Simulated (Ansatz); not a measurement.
# CuO: the cost of one run

Method: DFT PBEsol+U (U_eff = 4 eV on Cu d), plane waves, PAW, in Ansatz 0.2.0.

## (1) The system as given

The structure is cubic, space group Pm-3m (No. 221). Conventional cell: a = 2.553 Å, b = 2.553 Å, c = 2.553 Å, α = 90.00°, β = 90.00°, γ = 90.00°. Cu (site symmetry m-3m) has 8 O at 2.21 Å as nearest neighbours. O (site symmetry m-3m) has 8 Cu at 2.21 Å as nearest neighbours.

Coordinates:

```cif
data_structure
_symmetry_space_group_name_H-M 'P 1'
_symmetry_Int_Tables_number 1
_cell_length_a 2.5526
_cell_length_b 2.5526
_cell_length_c 2.5526
_cell_angle_alpha 90.000
_cell_angle_beta 90.000
_cell_angle_gamma 90.000
_cell_volume 16.63
loop_
_atom_site_label
_atom_site_type_symbol
_atom_site_fract_x
_atom_site_fract_y
_atom_site_fract_z
_atom_site_occupancy
Cu1 Cu 0.00000 0.00000 0.00000 1
O1 O 0.50000 0.50000 0.50000 1
```

## (2) Ferromagnetic start, free, symmetry kept, no search

input.yaml

```yaml
crystal:
  lattice:
    - [2.55255061, 0.0, 0.0]
    - [0.0, 2.55255061, 0.0]
    - [0.0, 0.0, 2.55255061]
  atoms:
    - { symbol: Cu, position: [0.0, 0.0, 0.0], spin: 1.0 }
    - { symbol: O, position: [0.5, 0.5, 0.5] }
basis:
  ecutwfc: 420
  ecutrho_ratio: 4
kpoints:
  mp_grid: { grid: [7, 7, 7] }
hamiltonian:
  xc: pbesol
  hubbard: { sites: [{ site: 0, l: d, u_eff: 4.0 }] }
scf:
  occupations: { method: gaussian, width: 0.05 }
  lower_state_search: "off"
  max_iter: 150
output:
  forces: true
  stress: true
  eigenvalues: true
  populations: true
  hubbard: { sites: [{ site: 0, l: d }] }
magnetization:
  spin_polarized: true
```

Command:

```sh
ansatz run input.yaml --threads 2 --pin off --max-ram 3072MiB --backend cpu --events-out ev --progress --plain --runs-dir out
```

**Question.** How long does this run take on 2 threads of Arm Neoverse V2, shared host, and how much memory does it need?

About 1.3 s, with a peak of 0.27 GiB.
